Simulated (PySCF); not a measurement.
# Br2Gd (Gd(Br)2): the cost of one run

Method: several levels, as the steps say, no spin–orbit coupling; program: PySCF 2.14.0.

1 further run of the same task is left out (for a known fault of the program).

## 1. The system as given

3 atoms, charge 0, spin multiplicity 1.

Bond lengths: Gd1–Br2 2.778 Å, Gd1–Br3 2.778 Å. Angles: Br2–Gd1–Br3 152.8°.

Coordinates:

```tsv
atom	x (Å)	y (Å)	z (Å)
Gd1	0.0000	0.0000	-0.2355
Br2	2.7006	0.0000	0.4174
Br3	-2.7006	0.0000	0.4174
```

Formal oxidation states: Gd +2. Each metal's 8 4f electrons lie in its core potential, so multiplicities, spins and levels count the valence alone. For divalent La, Ce, Gd or Lu the extra electron is normally 5d or 6s, so this core forces an excited configuration. An earlier session relaxed this geometry at PBE0, Gd lcecp-0-SVP with ECP54, Br def2-SVP (singlet, point group C2v).

At PBE0 on the finer grid: E = -5177.156577 Eh, frontier levels not given, since the 4f levels lie in the core, Mulliken charge on Gd1 +0.86 e, largest force component 0.008 eV/Å. 

Levels to run: BLYP; TPSSh; PBE0, TZVP. Hardware: 2 threads of Arm Neoverse V1, shared host.

## 2. BLYP

Input file run.py (the lines that set the calculation):

```python
mol = gto.M(atom='''
Gd     0.00000     0.00000    -0.23554
Br     2.70065     0.00000     0.41742
Br    -2.70065     0.00000     0.41742''',
    basis={'Gd': 'lcecp-0-SVP', 'Br': 'def2-SVP'},
    ecp={'Gd': 'lcecp-0-SVP'},
    charge=0, spin=0)
mf = dft.RKS(mol, xc='BLYP')
mf.grids.atom_grid = (75, 302)  # f atoms: unpruned, at least (60, 302)
mf = mf.density_fit()  # fitting sets: Gd AutoAux, Br def2-universal-JKFIT
mf.conv_tol = 1e-08; mf.max_cycle = 55
mf.kernel(dm0)  # dm0: the density of the relaxed state
```

Started as:

```
$ OMP_NUM_THREADS=2 python run.py
```

**Question.** How long does this run take on 2 threads of Arm Neoverse V1, shared host?

About 4.5 s.
